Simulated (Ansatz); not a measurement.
# Ga2SbP: the cost of one run

The runs shown are made with Ansatz 0.2.0. PAW datasets, plane waves. No spin polarisation. The prototype was imposed, so other structures may be more stable.

### 1 Starting point

The cell was relaxed beforehand with r2SCAN.

It is tetragonal, I-42d (No. 122); a = 5.795 Å, c = 11.495 Å in the conventional setting, 24.13 Å³ an atom. P has 4 Ga at 2.38 Å; Ga has 2 P at 2.38 Å and 2 Sb at 2.63 Å; Sb has 4 Ga at 2.63 Å.

Structure file:

```cif
data_structure
_symmetry_space_group_name_H-M 'I-42d'
_symmetry_Int_Tables_number 122
_cell_length_a 5.7953
_cell_length_b 5.7953
_cell_length_c 11.4952
_cell_angle_alpha 90.000
_cell_angle_beta 90.000
_cell_angle_gamma 90.000
_cell_volume 386.07
loop_
_atom_site_label
_atom_site_type_symbol
_atom_site_symmetry_multiplicity
_atom_site_Wyckoff_symbol
_atom_site_fract_x
_atom_site_fract_y
_atom_site_fract_z
_atom_site_occupancy
P1 P 4 a 0.00000 0.50000 0.25000 1
Ga1 Ga 8 d 0.28724 0.75000 0.62500 1
Sb1 Sb 4 b 0.50000 0.00000 0.25000 1
```

### 2 PBE bands along the symmetry lines

input.yaml

```yaml
crystal:
  lattice:
    - [-2.8976500483, 2.8976500483, 5.7475823663]
    - [2.8976500483, -2.8976500483, 5.7475823663]
    - [2.8976500483, 2.8976500483, -5.7475823663]
  atoms:
    - { symbol: P, position: [0.0, 0.0, 0.0] }
    - { symbol: Ga, position: [0.625, 0.6622384098, 0.5372384098] }
    - { symbol: P, position: [0.25, 0.75, 0.5] }
    - { symbol: Ga, position: [0.9122384098, 0.375, 0.0372384098] }
    - { symbol: Sb, position: [0.5, 0.5, 0.0] }
    - { symbol: Ga, position: [0.125, 0.0877615902, 0.4627615902] }
    - { symbol: Sb, position: [0.75, 0.25, 0.5] }
    - { symbol: Ga, position: [0.3377615902, 0.875, -0.0372384098] }
kpoints:
  mp_grid: { grid: [6, 6, 6] }
  band_path:
    path:
      - [[0.0, 0.0, 0.0], [-7.714319310545e-18, 7.714319310545e-18, 0.5], [0.25, 0.25, 0.25], [5.345790267849e-17, 0.5, -5.345790267849e-17], [0.0, 0.0, 0.0], [0.5, 0.5, -0.5], [0.3135420862397, 0.6864579137603, -0.3135420862397]]
      - [[-0.3135420862397, 0.3135420862397, 0.3135420862397], [0.0, 0.0, 0.0]]
      - [[-7.714319310545e-18, 7.714319310545e-18, 0.5], [-0.1270841724795, 0.1270841724795, 0.5]]
      - [[0.5, 0.5, -0.1270841724795], [0.5, 0.5, -0.5]]
    npoints: 10
hamiltonian:
  xc: pbe
scf:
  occupations: { method: fermi_dirac, width: 0.02 }
  n_extra_bands: 6
output:
  forces: true
  stress: true
  eigenvalues: true
```

Launch:

```console
$ ansatz run input.yaml --threads 4 --pin off --max-ram 6451MiB --backend cpu --events-out ev --progress --plain --runs-dir out
```

Q: Estimate wall time and peak memory on 4 threads of Arm Neoverse V2, shared host.

About 18 s, with a peak of 0.88 GiB.
